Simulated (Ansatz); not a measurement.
# CH3BBrFO: basis-set convergence

The task here is to estimate one member of a computed series from the others.

The runs use Ansatz 0.2.0, Gaussian basis; one geometry, several basis sets.

Levels to be run: PBE0-D4/def2-SVP; ωB97M-V/def2-SVP; PBE0-D4/def2-QZVPP; ωB97M-V/def2-QZVPP; the functionals' def2-TZVPP values are taken from earlier runs.

## Structure used throughout

All runs share one geometry, relaxed beforehand with PBE0-D4 in a triple-zeta def2 set.

SMILES `COB(F)Br`, 8 atoms, charge 0, spin multiplicity 1.

Atoms are counted from 1 here; the program's logs count them from 0.

Bond lengths: C1–O2 1.414 Å, C1–H6 1.090 Å, C1–H7 1.091 Å, C1–H8 1.091 Å, O2–B3 1.330 Å, B3–F4 1.318 Å, B3–Br5 1.931 Å. Angles: O2–C1–H6 108.1°, O2–C1–H7 108.6°, O2–C1–H8 111.6°, H6–C1–H7 109.2°, H6–C1–H8 109.8°, H7–C1–H8 109.6°, C1–O2–B3 126.9°, O2–B3–F4 118.6°, O2–B3–Br5 124.2°, F4–B3–Br5 117.2°.

The first run:

in.yaml reads:

```yaml
crystal:
  periodic: [false, false, false]
  atoms:
    - {symbol: C, position_ang: [-0.908005, -0.549786, -0.367364]}
    - {symbol: O, position_ang: [0.287188, -0.586957, 0.387822]}
    - {symbol: B, position_ang: [1.161314, 0.402846, 0.547718]}
    - {symbol: F, position_ang: [2.224690, 0.189634, 1.297409]}
    - {symbol: Br, position_ang: [0.980392, 2.151613, -0.251980]}
    - {symbol: H, position_ang: [-0.908093, -1.405657, -1.042606]}
    - {symbol: H, position_ang: [-1.754587, -0.632568, 0.315553]}
    - {symbol: H, position_ang: [-0.990702, 0.373777, -0.942352]}
basis:
  gaussian: {orbitals: def2-SVP}
hamiltonian: {xc: pbe0, dispersion: d4}
output: {orbitals: {seedname: orbitals}}
```

The run is started by

```bash
> ansatz run in.yaml --threads 4 --pin off --events-out ev --progress --plain --max-ram 10444MiB
```

Steps of the session up to this table: PBE0-D4 in def2-SVP; ωB97M-V in def2-SVP; PBE0-D4 in def2-QZVPP; ωB97M-V in def2-QZVPP.

One of the session's tables, all rows but one given; the rest of the session is left out.

| functional | basis | HOMO (eV) | LUMO (eV) |
| --- | --- | --- | --- |
| PBE0-D4 | def2-SVP | -8.53 | 0.60 |
| PBE0-D4 | def2-TZVPP | -8.67 | 0.36 |
| PBE0-D4 | def2-QZVPP | -8.68 | 0.29 |
| ωB97M-V | def2-SVP | -10.76 | 2.76 |
| ωB97M-V | def2-TZVPP | ? | ? |
| ωB97M-V | def2-QZVPP | -10.94 | 1.66 |

Q: Estimate the row for ωB97M-V, def2-TZVPP from the others.

As computed: HOMO (eV): -10.93; LUMO (eV): 2.14. In the column «HOMO (eV)» it lies between ωB97M-V, def2-QZVPP (-10.94) and ωB97M-V, def2-SVP (-10.76).
